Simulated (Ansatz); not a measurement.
# CH8SeSi2: one species, many methods

The task here is to estimate one member of a computed series from the others.

Computed with Ansatz 0.2.0, Gaussian basis. Level: functionals in def2-TZVPP, the program's frozen cores in correlated methods.

Levels to be run: PBE-D4, r2SCAN-D4, PBE0-D4, B3LYP-D4, ωB97X-V, ωB97M-V, B2PLYP; CCSD(T)/def2-TZVPP; MP2/def2-QZVPP; extrapolation to the limit.

## Structure used throughout

All runs share one geometry, relaxed beforehand with PBE0-D4 in a triple-zeta def2 set.

SMILES `C[SiH]([SiH3])[SeH]`, 12 atoms, charge 0, spin multiplicity 1.

Atoms are counted from 1 here; the program's logs count them from 0.

Bond lengths: C1–Si2 1.871 Å, C1–H5 1.092 Å, C1–H6 1.093 Å, C1–H7 1.092 Å, Si2–Si3 2.338 Å, Si2–Se4 2.294 Å, Si2–H8 1.490 Å, Si3–H9 1.490 Å, Si3–H10 1.488 Å, Si3–H11 1.488 Å, Se4–H12 1.469 Å. Angles: Si2–C1–H5 110.7°, Si2–C1–H6 110.1°, Si2–C1–H7 110.9°, H5–C1–H6 108.2°, H5–C1–H7 108.5°, H6–C1–H7 108.3°, C1–Si2–Si3 112.8°, C1–Si2–Se4 105.9°, C1–Si2–H8 110.0°, Si3–Si2–Se4 108.4°, Si3–Si2–H8 109.9°, Se4–Si2–H8 109.7°, Si2–Si3–H9 111.7°, Si2–Si3–H10 109.6°, Si2–Si3–H11 109.6°, H9–Si3–H10 108.7°, H9–Si3–H11 108.4°, H10–Si3–H11 108.8° and more.

Set-up of the first run:

File in.yaml:

```yaml
crystal:
  periodic: [false, false, false]
  atoms:
    - {symbol: C, position_ang: [-0.830820, 1.614151, -0.488780]}
    - {symbol: Si, position_ang: [-0.624034, -0.131587, 0.152467]}
    - {symbol: Si, position_ang: [1.584751, -0.627263, 0.736741]}
    - {symbol: Se, position_ang: [-1.243311, -1.510600, -1.573460]}
    - {symbol: H, position_ang: [-1.864678, 1.794764, -0.791306]}
    - {symbol: H, position_ang: [-0.573273, 2.334028, 0.291885]}
    - {symbol: H, position_ang: [-0.181451, 1.792606, -1.348131]}
    - {symbol: H, position_ang: [-1.521250, -0.354329, 1.321398]}
    - {symbol: H, position_ang: [2.031941, 0.163615, 1.918174]}
    - {symbol: H, position_ang: [2.484100, -0.322616, -0.408523]}
    - {symbol: H, position_ang: [1.702045, -2.073899, 1.066813]}
    - {symbol: H, position_ang: [-0.887220, -2.734072, -0.843276]}
basis:
  gaussian: {orbitals: def2-TZVPP}
hamiltonian: {xc: pbe, dispersion: d4}
output: {forces: true, orbitals: {seedname: orbitals}}
```

Command:

```sh
$ ansatz run in.yaml --threads 4 --pin off --events-out ev --progress --plain --max-ram 10444MiB
```

Among the steps run: PBE-D4 (GGA); r2SCAN-D4 (meta-GGA); PBE0-D4 (hybrid); B3LYP-D4 (hybrid); ωB97X-V (range-separated); ωB97M-V (range-separated); B2PLYP (double hybrid); CCSD(T) in def2-TZVPP; MP2 in def2-QZVPP.

One table of the session follows, with a row left open; its other results are not shown here.

| method | atomisation energy (eV) |
| --- | --- |
| PBE-D4 | 39.224 |
| r2SCAN-D4 | 39.346 |
| PBE0-D4 | 39.059 |
| B3LYP-D4 | 39.228 |
| ωB97X-V | 39.536 |
| ωB97M-V | 39.217 |
| B2PLYP | 38.653 |
| HF/def2-TZVPP | ? |
| MP2/def2-TZVPP | 38.207 |
| CCSD/def2-TZVPP | 37.953 |
| CCSD(T)/def2-TZVPP | 38.371 |
| MP2/CBS | 39.228 |
| CCSD(T)/CBS | 39.393 |

Q: Estimate the row for HF/def2-TZVPP from the others.

The run gave: atomisation energy (eV): 29.572. In the column «atomisation energy (eV)» it is the lowest.

To keep in mind: Free atoms (1 C, 2 Si, 1 Se, 8 H) were run apart at each level; the atomisation energy is their sum less the molecule, without zero-point or spin-orbit terms.
